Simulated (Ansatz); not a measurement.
# MgCd3Te4: the cost of one run

Computed with Ansatz 0.2.0 (DFT PBE, scalar-relativistic, plane waves, PAW, unless a step's input says otherwise).

## Step 1: Starting point

It takes space group P-43m (No. 215, cubic). Conventional cell: a = 6.103 Å, b = 6.103 Å, c = 6.103 Å, α = 90.00°, β = 90.00°, γ = 90.00°. Around Mg (site symmetry -43m) lie 4 Te at 2.64 Å. Cd (site symmetry -42m) is surrounded by 4 Te at 2.64 Å. Te (site symmetry 3m) is surrounded by 1 Mg at 2.64 Å and 3 Cd at 2.64 Å.

Structure file:

```cif
data_structure
_symmetry_space_group_name_H-M 'P 1'
_symmetry_Int_Tables_number 1
_cell_length_a 6.1025
_cell_length_b 6.1025
_cell_length_c 6.1025
_cell_angle_alpha 90.000
_cell_angle_beta 90.000
_cell_angle_gamma 90.000
_cell_volume 227.26
loop_
_atom_site_label
_atom_site_type_symbol
_atom_site_fract_x
_atom_site_fract_y
_atom_site_fract_z
_atom_site_occupancy
Mg1 Mg 0.00000 0.00000 0.00000 1
Cd1 Cd 0.00000 0.50000 0.50000 1
Cd2 Cd 0.50000 0.00000 0.50000 1
Cd3 Cd 0.50000 0.50000 0.00000 1
Te1 Te 0.75000 0.75000 0.25000 1
Te2 Te 0.75000 0.25000 0.75000 1
Te3 Te 0.25000 0.75000 0.75000 1
Te4 Te 0.25000 0.25000 0.25000 1
```

The start is an ordering of an alloy on its end members' structure types: elements ordered on the sites of the CdTe type, Cd/Mg on Cd (P-43m, No. 215).

## Step 2: Probe: one point on a coarse mesh

Input file input.yaml:

```yaml
crystal:
  lattice:
    - [6.10252661, 0.0, 0.0]
    - [0.0, 6.10252661, 0.0]
    - [0.0, 0.0, 6.10252661]
  atoms:
    - { symbol: Mg, position: [0.0, 0.0, 0.0] }
    - { symbol: Cd, position: [0.0, 0.5, 0.5] }
    - { symbol: Cd, position: [0.5, 0.0, 0.5] }
    - { symbol: Cd, position: [0.5, 0.5, 0.0] }
    - { symbol: Te, position: [0.75, 0.75, 0.25] }
    - { symbol: Te, position: [0.75, 0.25, 0.75] }
    - { symbol: Te, position: [0.25, 0.75, 0.75] }
    - { symbol: Te, position: [0.25, 0.25, 0.25] }
basis:
  ecutwfc: 420
kpoints:
  mp_grid: { grid: [4, 4, 4] }
hamiltonian:
  xc: pbe
scf:
  occupations: { method: gaussian, width: 0.1 }
  lower_state_search: "off"
output:
  forces: true
  stress: true
  eigenvalues: true
```

Command:

```sh
$ ansatz run input.yaml --threads 1 --pin off --max-ram 2560MiB --backend cpu --events-out ev --progress --plain --runs-dir out
```

Q: Estimate wall time and peak memory on 1 thread of Intel Xeon Platinum 8375C at 2.90GHz (Ice Lake), shared host.

About 11 s, with a peak of 0.55 GiB.
